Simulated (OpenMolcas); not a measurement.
# Yb³⁺ among point charges: CASSCF and CASPT2 levels and susceptibility

How does a field of 6 point charges split the states of Yb³⁺, and what χT follows?

The numbers are computed with OpenMolcas 26.06 (state-averaged CASSCF and CASPT2, spin-orbit coupling by RASSI with atomic mean-field integrals), except any that are marked as measured or tabulated.

**1. What is computed**

| Property | Result |
| --- | --- |
| Species | Yb³⁺ (ytterbium, Z = 70, 67 electrons) |
| Basis | ANO-RCC-VDZP [7s6p4d2f1g], 68 functions |
| Scalar Hamiltonian | DKH2, point nucleus |
| Inactive shells | 1s 2s 2p 3s 3p 3d 4s 4p 4d 5s 5p |
| Active space | 13 electrons in 7 orbitals (4f) |
| Some configurations of this space | 4f¹³ |
| Orbitals | optimised for the highest spin of each parity, averaged over all roots |

Outer shells as boxes (Hund's rule):

4f13
```
4f [↑↓][↑↓][↑↓][↑↓][↑↓][↑↓][↑ ]
```

The ion sits among 6 point charges of -0.5 e arranged as a trigonal antiprism (D3d), 2.5 Å from the ion, with a polar angle of 61.9° against the regular 54.74°.

Each step is its own input file, run in one work folder so that later steps find the files of earlier ones. Labels, J, g values, rates, χT and fits are worked out afterwards by a script from the matrices that RASSI stores. The input lists half of the charges; inversion (Group=XYZ) makes the rest.

**2. Basis and integrals**

Input file a.inp:

```
&GATEWAY
Coord
1

Yb 0.0 0.0 0.0
Basis=ANO-RCC-VDZP
Group=XYZ
NoMove
AngMom=0.0 0.0 0.0
AMFI
XField
3 Angstrom 0
0.000000 2.204314 1.179406 -0.500000
1.908992 -1.102157 1.179406 -0.500000
1.908992 1.102157 -1.179406 -0.500000
&SEWARD
```

Started as:

```bash
> OMP_NUM_THREADS=1 MOLCAS_MEM=2252 MOLCAS_PROJECT=a pymolcas a.inp > a.log
```

**3. CASSCF: doublets of odd parity, 7 roots**

Input file a.inp:

```
&RASSCF
FileOrb=start.orb
Symmetry=2
Spin=2
nActEl=13 0 0
Inactive=15 12
Ras2=0 7
CIRoot=7 7 1
SDav=7
CIMx=300
Iter=120 100
PrWF=0.3
OrbListing=Nothing
MaxOrb=0
>>> COPY $Project.JobIph JOB001
```

start.orb holds the contracted functions of the basis, ordered by shell, or the orbitals of the step before.

**4. State interaction with spin-orbit coupling**

Input file a.inp:

```
&RASSI
NrOfJobIphs=1 7
1 2 3 4 5 6 7
IphNames
JOB001
EJob
SpinOrbit
DIPRint=1.0
SOCoupling=1000.0
Subsets=2
Property=9
'ANGMOM' 1 'ANGMOM' 2 'ANGMOM' 3 'MLTPL  1' 1 'MLTPL  1' 2 'MLTPL  1' 3
'AMFI' 1 'AMFI' 2 'AMFI' 3
SOProperty=3
'ANGMOM' 1 'ANGMOM' 2 'ANGMOM' 3
```

**5. CASPT2: IPEA 0.25, imaginary shift 0.1 (closed shells correlated: 5s 5p)**

Input file a.inp:

```
>>> COPY JOB001 $Project.JobIph
&CASPT2
Multistate=7 1 2 3 4 5 6 7
NoMult
Frozen=14 9
IPEA=0.25
Imaginary=0.1
MaxIter=60
WThr=0.0 0.3 0.05
PrWF=0.5
NoMix
```

(Steps that only read results are left out.)

**Question.** What will these runs give? Wanted: spin-free ground state; first state of the same spin within the active space; lowest level; next level.

As calculated:

| quantity | value |
| --- | --- |
| method | SS-CASPT2, IPEA 0.25, imaginary shift 0.1 (closed shells correlated: 5s 5p) |
| spin-free ground state | 2A2, 1-fold in its orbital part |
| first state of the same spin within the active space | 2A1 at 37.5 cm⁻¹ |
| lowest level | 2-fold E1/2, g = 0.31, 0.31, 7.88 |
| next level | 179.6 cm⁻¹ |
| χT at 300 K | 2.53 cm³ K/mol |
| effective moment at 300 K | 4.50 μB |

Cost by method:

| method | time of its own steps | time with the reference |
| --- | --- | --- |
| A. CASSCF | 3.4 s | 3.4 s |
| B. SS-CASPT2, IPEA 0.25, imaginary shift 0.1, +5s 5p | 1.4 s | 4.8 s |

Times are of one thread on a shared host.

What this shows: The spin-free ground state (2A2) comes to 100 % from free-ion F terms and keeps the highest spin of the shell. Point charges carry no covalency, so the field is a model and not that of real ligands.
